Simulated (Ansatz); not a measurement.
# V3MoSe8: the cost of one run

Program: Ansatz 0.2.0. Level of theory: DFT PBE, scalar-relativistic, plane waves, PAW. These are calculated values, not measurements.

### Step 1. The starting structure

Symmetry: P-3m1, No. 164, trigonal system. Conventional cell: a = 7.119 Å, b = 7.119 Å, c = 6.508 Å, α = 90.00°, β = 90.00°, γ = 120.00°. Around V (site symmetry 2/m) lie 6 Se at 2.62 Å. Mo (site symmetry -3m) has 6 Se at 2.62 Å as nearest neighbours. Se (site symmetry m) is surrounded by 2 V at 2.62 Å and 1 Mo at 2.62 Å. Around Se (site symmetry 3m) lie 3 V at 2.62 Å.

As a file:

```cif
data_structure
_symmetry_space_group_name_H-M 'P-3m1'
_symmetry_Int_Tables_number 164
_cell_length_a 7.1191
_cell_length_b 7.1191
_cell_length_c 6.5080
_cell_angle_alpha 90.000
_cell_angle_beta 90.000
_cell_angle_gamma 120.000
_cell_volume 285.64
loop_
_atom_site_label
_atom_site_type_symbol
_atom_site_symmetry_multiplicity
_atom_site_Wyckoff_symbol
_atom_site_fract_x
_atom_site_fract_y
_atom_site_fract_z
_atom_site_occupancy
V1 V 3 e 0.50000 0.50000 0.00000 1
Mo1 Mo 1 a 0.00000 0.00000 0.00000 1
Se1 Se 6 i 0.66667 0.83333 0.25000 1
Se2 Se 2 d 0.66667 0.33333 0.25000 1
```

The start is an ordering of an alloy on its end members' structure types: elements ordered on the sites of the VSe2 type, V/Mo on V (P-3m1, No. 164).

### Step 2. A first look at the guess

File input.yaml:

```yaml
crystal:
  lattice:
    - [7.11908056, 0.0, 0.0]
    - [-3.55954028, 6.16530461, 0.0]
    - [0.0, 0.0, 6.50795987]
  atoms:
    - { symbol: V, position: [0.5, 0.5, 0.0], spin: 2.0 }
    - { symbol: V, position: [0.5, 0.0, 0.0], spin: 2.0 }
    - { symbol: V, position: [0.0, 0.5, 0.0], spin: 2.0 }
    - { symbol: Mo, position: [0.0, 0.0, 0.0], spin: 1.0 }
    - { symbol: Se, position: [0.66666667, 0.83333333, 0.25] }
    - { symbol: Se, position: [0.66666667, 0.33333333, 0.25] }
    - { symbol: Se, position: [0.16666667, 0.83333333, 0.25] }
    - { symbol: Se, position: [0.16666667, 0.33333333, 0.25] }
    - { symbol: Se, position: [0.83333333, 0.66666667, 0.75] }
    - { symbol: Se, position: [0.83333333, 0.16666667, 0.75] }
    - { symbol: Se, position: [0.33333333, 0.66666667, 0.75] }
    - { symbol: Se, position: [0.33333333, 0.16666667, 0.75] }
basis:
  ecutwfc: 420
kpoints:
  mp_grid: { grid: [3, 3, 4] }
hamiltonian:
  xc: pbe
scf:
  occupations: { method: gaussian, width: 0.1 }
  lower_state_search: "off"
output:
  forces: true
  stress: true
  eigenvalues: true
  populations: true
magnetization:
  spin_polarized: true
```

Launch:

```bash
$ ansatz run input.yaml --threads 1 --pin off --max-ram 2560MiB --backend cpu --events-out ev --progress --plain --runs-dir out
```

Q: Estimate wall time and peak memory on 1 thread of Intel Xeon at 2.70GHz, shared host.

About 93 s, with a peak of 0.98 GiB.
